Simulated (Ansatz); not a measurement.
# C3H7BO: small, medium and large basis sets

An exercise on one series of results from a longer session: the logs are not shown, and one member is left open.

The runs use Ansatz 0.2.0, Gaussian basis; one geometry, several basis sets.

Plan: PBE0-D4/def2-SVP; ωB97M-V/def2-SVP; PBE0-D4/def2-QZVPP; ωB97M-V/def2-QZVPP; the functionals' def2-TZVPP values are taken from earlier runs.

### The relaxed structure

An earlier PBE0-D4 in a triple-zeta def2 set relaxation fixed the geometry.

SMILES `CB(C)C=O`, 12 atoms, charge 0, spin multiplicity 1.

Atoms are counted from 1 here; the program's logs count them from 0.

Bond lengths: C1–B2 1.559 Å, C1–H6 1.100 Å, C1–H7 1.092 Å, C1–H8 1.094 Å, B2–C3 1.559 Å, B2–C4 1.584 Å, C3–H9 1.092 Å, C3–H10 1.093 Å, C3–H11 1.101 Å, C4–O5 1.213 Å, C4–H12 1.121 Å. Angles: B2–C1–H6 107.3°, B2–C1–H7 114.2°, B2–C1–H8 112.5°, H6–C1–H7 107.1°, H6–C1–H8 105.5°, H7–C1–H8 109.8°, C1–B2–C3 124.2°, C1–B2–C4 118.2°, C3–B2–C4 117.5°, B2–C3–H9 114.1°, B2–C3–H10 114.5°, B2–C3–H11 105.1°, H9–C3–H10 109.9°, H9–C3–H11 106.9°, H10–C3–H11 105.5°, B2–C4–O5 120.4°, B2–C4–H12 120.8°, O5–C4–H12 118.8°.

Geometry (Å):

```xyz
12
C3H7BO
C    -1.36268   -0.25951    0.62874
B     0.01454    0.07460   -0.02043
C     1.32134   -0.73669    0.23184
C     0.08682    1.27916   -1.04634
O    -0.16627    1.10209   -2.21915
H    -1.53949    0.48357    1.42071
H    -1.40923   -1.24474    1.09655
H    -2.19425   -0.14288   -0.07173
H     1.29566   -1.35663    1.13011
H     2.23592   -0.13839    0.21930
H     1.40447   -1.42015   -0.62744
H     0.39007    2.30447   -0.70824
```

The first run:

Contents of in.yaml:

```yaml
crystal:
  periodic: [false, false, false]
  atoms:
    - {symbol: C, position_ang: [-1.362682, -0.259513, 0.628739]}
    - {symbol: B, position_ang: [0.014541, 0.074601, -0.020433]}
    - {symbol: C, position_ang: [1.321343, -0.736686, 0.231835]}
    - {symbol: C, position_ang: [0.086818, 1.279158, -1.046338]}
    - {symbol: O, position_ang: [-0.166274, 1.102094, -2.219151]}
    - {symbol: H, position_ang: [-1.539486, 0.483572, 1.420705]}
    - {symbol: H, position_ang: [-1.409230, -1.244741, 1.096553]}
    - {symbol: H, position_ang: [-2.194245, -0.142881, -0.071727]}
    - {symbol: H, position_ang: [1.295657, -1.356627, 1.130106]}
    - {symbol: H, position_ang: [2.235924, -0.138395, 0.219296]}
    - {symbol: H, position_ang: [1.404466, -1.420147, -0.627444]}
    - {symbol: H, position_ang: [0.390071, 2.304466, -0.708241]}
basis:
  gaussian: {orbitals: def2-SVP}
hamiltonian: {xc: pbe0, dispersion: d4}
output: {orbitals: {seedname: orbitals}}
```

The run is started by

```
ansatz run in.yaml --threads 4 --pin off --events-out ev --progress --plain --max-ram 10444MiB
```

Among the steps run: PBE0-D4 in def2-SVP; ωB97M-V in def2-SVP; PBE0-D4 in def2-QZVPP; ωB97M-V in def2-QZVPP.

One table of the session follows, with a row left open; its other results are not shown here.

```
functional       basis  HOMO (eV)
   PBE0-D4    def2-SVP      -6.59
   PBE0-D4  def2-TZVPP      -6.76
   PBE0-D4  def2-QZVPP      -6.79
   ωB97M-V    def2-SVP      -8.97
   ωB97M-V  def2-TZVPP          ?
   ωB97M-V  def2-QZVPP      -9.18
```

Q: Estimate the row for ωB97M-V, def2-TZVPP from the others.

As computed: HOMO (eV): -9.15. In the column «HOMO (eV)» it lies between ωB97M-V, def2-QZVPP (-9.18) and ωB97M-V, def2-SVP (-8.97).
